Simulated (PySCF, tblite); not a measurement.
# C₆H₁₃N: a rotation path, then NMR shifts on frames, part 2 of 2

tblite 0.8.0 and PySCF 2.14.0. Atoms count from 0. The steps go on from the part before.

## Step 6: Shielding tensors: image 6, PBE0/pcSseg-1

The job: settings as JSON, then the geometry in Å.

```
{"job": {"kind": "nmr", "xc": "PBE0", "basis": "pcSseg-1", "pop": false}, "charge": 0, "multiplicity": 1}
C      2.826600     0.377700     1.061200
C      1.913100    -0.591500     0.322600
N      0.607100     0.016600     0.165500
C     -0.361000    -0.812900    -0.521700
C     -1.718700    -0.141100    -0.645500
C     -1.972800     1.242100    -0.125700
C     -2.573900     0.060400     0.570300
H      2.447300     0.562200     2.064600
H      2.858800     1.323800     0.527600
H      3.834400    -0.020900     1.138800
H      1.866400    -1.554100     0.866900
H      2.316000    -0.798000    -0.674300
H      0.252300     0.250300     1.088400
H      0.031500    -1.011700    -1.524700
H     -0.491900    -1.794900    -0.023100
H     -2.237200    -0.412200    -1.556800
H     -1.160000     1.768700     0.346700
H     -2.632000     1.883200    -0.690900
H     -2.172400    -0.239700     1.527100
H     -3.638900    -0.096900     0.485900
```

With the program's defaults for keys left out, this is: GIAO PBE0/pcSseg-1 NMR shielding, non-relativistic, gas phase.

The program printed:

```text
coarse grid: 15640 points
cycle   1  E = -290.6892923462  dE =  7.870e-01  |g| = 4.362e-01  |ddm| = 3.767e+00
cycle   2  E = -290.6799699514  dE =  9.322e-03  |g| = 4.967e-01  |ddm| = 9.127e-01
cycle   3  E = -290.7407812126  dE = -6.081e-02  |g| = 5.012e-02  |ddm| = 5.141e-01
cycle   4  E = -290.7411650927  dE = -3.839e-04  |g| = 2.484e-02  |ddm| = 5.844e-02
cycle   5  E = -290.7412897179  dE = -1.246e-04  |g| = 5.382e-03  |ddm| = 2.272e-02
cycle   6  E = -290.7412954486  dE = -5.731e-06  |g| = 1.202e-03  |ddm| = 5.653e-03
final grid: 148080 points
cycle   7  E = -290.7822533957  dE = -5.006e-05  |g| = 9.779e-03  |ddm| = 3.439e-02
cycle   8  E = -290.7822453746  dE =  8.021e-06  |g| = 1.140e-02  |ddm| = 1.934e-02
cycle   9  E = -290.7822781574  dE = -3.278e-05  |g| = 7.023e-04  |ddm| = 1.067e-02
cycle  10  E = -290.7822782497  dE = -9.226e-08  |g| = 2.579e-04  |ddm| = 7.818e-04
cycle  11  E = -290.7822782627  dE = -1.298e-08  |g| = 4.621e-05  |ddm| = 2.142e-04
cycle  12  E = -290.7822782631  dE = -3.978e-10  |g| = 1.646e-05  |ddm| = 5.575e-05
converged SCF energy = -290.7822782631

GIAO shielding tensors (ppm)
atom      isotropic    diamagn.    paramagn.     s11        s22        s33       span
  0 C      168.383     246.118     -77.735    153.606    164.227    187.317     33.711
  1 C      138.203     244.366    -106.162    117.612    128.230    168.768     51.156
  2 N      205.276     322.915    -117.639    170.669    208.012    237.147     66.478
  3 C      134.949     244.155    -109.206    117.295    130.115    157.437     40.142
  4 C      174.804     249.124     -74.320    139.550    162.527    222.334     82.783
  5 C      183.135     250.937     -67.802    155.427    181.727    212.250     56.823
  6 C      181.252     255.147     -73.895    156.528    173.744    213.484     56.956
  7 H       30.863      29.688       1.174     26.830     29.652     36.106      9.276
  8 H       30.303      29.423       0.880     26.349     28.798     35.762      9.413
  9 H       30.540      26.808       3.732     26.212     27.507     37.903     11.692
 10 H       28.959      30.294      -1.335     24.544     27.754     34.578     10.034
 11 H       29.193      30.671      -1.478     24.631     28.534     34.415      9.784
 12 H       32.969      37.571      -4.602     22.735     37.231     38.940     16.205
 13 H       28.648      31.782      -3.134     23.810     28.552     33.580      9.770
 14 H       28.569      31.281      -2.712     23.811     28.369     33.527      9.716
 15 H       30.656      31.005      -0.349     23.139     28.048     40.780     17.641
 16 H       30.802      32.417      -1.616     23.926     30.010     38.469     14.543
 17 H       31.321      29.998       1.323     25.249     26.635     42.078     16.829
 18 H       31.906      32.817      -0.911     25.511     30.600     39.606     14.095
 19 H       31.236      30.411       0.825     25.206     26.783     41.719     16.513
```

Run time: 21 s. Hardware: 1 thread of Arm Neoverse V1, shared host; peak memory 0.86 GiB.

This run: δ C3 52.0, C1 48.7, C0 18.5, C4 12.1, H14 3.15, H13 3.07 ppm.

## Step 7: Shielding tensors: image 8, PBE0/pcSseg-1

The job: settings as JSON, then the geometry in Å.

```
{"job": {"kind": "nmr", "xc": "PBE0", "basis": "pcSseg-1", "pop": false}, "charge": 0, "multiplicity": 1}
C      2.780500     0.279800     1.215900
C      1.907300    -0.517600     0.258000
N      0.546400    -0.019500     0.278300
C     -0.352800    -0.793900    -0.551200
C     -1.767400    -0.250900    -0.558700
C     -2.028600     1.214200    -0.397000
C     -2.439000     0.257000     0.681200
H      2.435500     0.156600     2.240700
H      2.739700     1.335500     0.962500
H      3.811300    -0.059600     1.156000
H      1.961200    -1.592600     0.515800
H      2.282500    -0.407000    -0.764900
H      0.210200    -0.018900     1.237100
H      0.039100    -0.754700    -1.575000
H     -0.381300    -1.862100    -0.253800
H     -2.399000    -0.789800    -1.256400
H     -1.173700     1.843100    -0.207200
H     -2.796400     1.674700    -0.999900
H     -1.890500     0.270000     1.610100
H     -3.490200     0.046200     0.811700
```

With the program's defaults for keys left out, this is: GIAO PBE0/pcSseg-1 NMR shielding, non-relativistic, gas phase.

The program printed:

```text
coarse grid: 15640 points
cycle   1  E = -290.6934423628  dE =  7.894e-01  |g| = 4.364e-01  |ddm| = 3.764e+00
cycle   2  E = -290.6828797997  dE =  1.056e-02  |g| = 5.022e-01  |ddm| = 9.144e-01
cycle   3  E = -290.7450556082  dE = -6.218e-02  |g| = 4.934e-02  |ddm| = 5.198e-01
cycle   4  E = -290.7454232703  dE = -3.677e-04  |g| = 2.507e-02  |ddm| = 5.870e-02
cycle   5  E = -290.7455507333  dE = -1.275e-04  |g| = 5.247e-03  |ddm| = 2.275e-02
cycle   6  E = -290.7455561162  dE = -5.383e-06  |g| = 1.203e-03  |ddm| = 5.303e-03
final grid: 148080 points
cycle   7  E = -290.7864530841  dE = -4.956e-05  |g| = 9.847e-03  |ddm| = 3.263e-02
cycle   8  E = -290.7864442789  dE =  8.805e-06  |g| = 1.161e-02  |ddm| = 1.974e-02
cycle   9  E = -290.7864781891  dE = -3.391e-05  |g| = 7.081e-04  |ddm| = 1.094e-02
cycle  10  E = -290.7864782841  dE = -9.506e-08  |g| = 2.559e-04  |ddm| = 7.900e-04
cycle  11  E = -290.7864782969  dE = -1.277e-08  |g| = 4.931e-05  |ddm| = 2.122e-04
cycle  12  E = -290.7864782973  dE = -4.513e-10  |g| = 1.689e-05  |ddm| = 5.504e-05
converged SCF energy = -290.7864782973

GIAO shielding tensors (ppm)
atom      isotropic    diamagn.    paramagn.     s11        s22        s33       span
  0 C      168.984     245.884     -76.899    154.919    164.617    187.417     32.498
  1 C      137.553     244.230    -106.677    116.223    127.581    168.856     52.632
  2 N      211.135     322.672    -111.537    173.936    220.431    239.039     65.102
  3 C      134.399     244.511    -110.112    113.523    129.526    160.149     46.627
  4 C      173.452     249.472     -76.020    141.966    159.706    218.685     76.720
  5 C      184.861     251.562     -66.701    160.225    179.883    214.475     54.249
  6 C      185.044     254.371     -69.327    162.343    178.513    214.276     51.933
  7 H       30.836      29.449       1.387     26.805     29.466     36.236      9.430
  8 H       30.346      29.327       1.019     26.293     28.859     35.885      9.592
  9 H       30.507      26.704       3.802     26.143     27.510     37.867     11.725
 10 H       28.904      30.254      -1.350     24.404     27.896     34.410     10.006
 11 H       29.103      30.827      -1.723     24.484     28.459     34.367      9.883
 12 H       32.688      37.234      -4.546     22.252     37.302     38.510     16.258
 13 H       28.662      31.849      -3.187     24.024     28.545     33.418      9.395
 14 H       28.452      31.257      -2.805     23.920     27.618     33.817      9.896
 15 H       30.804      31.033      -0.228     23.493     28.004     40.916     17.424
 16 H       30.699      31.962      -1.262     23.376     29.830     38.892     15.515
 17 H       31.437      30.088       1.348     25.402     26.764     42.144     16.743
 18 H       31.772      33.248      -1.477     24.953     30.852     39.511     14.558
 19 H       31.408      30.382       1.026     25.238     26.790     42.195     16.957
```

Wall time 21 s (1 thread of Arm Neoverse V1, shared host); peak memory 0.86 GiB.

This run: δ C3 52.5, C1 49.4, C0 17.9, C4 13.5, H14 3.27, H13 3.05 ppm.

## Step 8: Side by side: NMR shifts

Shifts (ppm) of some atoms, chosen among heavy atoms and hydrogens apart, with basis size and wall time:

```
  frame    C3    C4   C5    C6   H14    H12    N2  functions  time
image 0  61.6  14.9  5.8   3.2  1.75  -0.06  69.8        184  29 s
image 2  59.7  14.4  2.3   8.9  1.94  -0.33  69.6        184  21 s
image 4  54.9  12.5  3.2  11.2  2.65  -0.86  66.6        184  21 s
image 6  52.0  12.1  3.8   5.7  3.15  -1.25  62.5        184  21 s
image 8  52.5  13.5  2.1   1.9  3.27  -0.97  56.6        184  21 s
```

## Step 9: Results

What follows sums up all 2 parts.

| quantity | value |
| --- | --- |
| barrier | 0.152 eV (3.5 kcal/mol) at image 4 |
| end to end (GFN2-xTB) | 0.053 eV |
| ¹³C shifts against TMS (PBE0/pcSseg-1, image 0) | 61.6, 49.9, 18.1, 14.9, 5.8, 3.2 ppm |
| ¹H shifts against TMS (PBE0/pcSseg-1, image 0) | 3.36, 2.76, 2.67, 1.75, 1.45, 1.22, 1.12, 1.00, 0.44, 0.43, 0.09, -0.06, -0.08 ppm |
| ¹⁵N shifts against NH3 (PBE0/pcSseg-1, image 0) | 69.8 ppm |
| surface potential, 1st and 99th percentile | -1.51 V and 1.00 V |
| range of the shift of N2 | 56.6 to 69.8 ppm |

What this shows: Along the band the dihedral turns by 116°, and the top (dihedral -101°) lies 3.5 kcal/mol above the start (GFN2-xTB, rough), so at room temperature this motion is fast. The top was not checked by a frequency run. Shifts at one fixed geometry are not the observed spectrum, which averages over the motion. In ppm, N2 moves most: its shift spreads over 13.2 ppm, from 56.6 (image 8) to 69.8 (image 0).
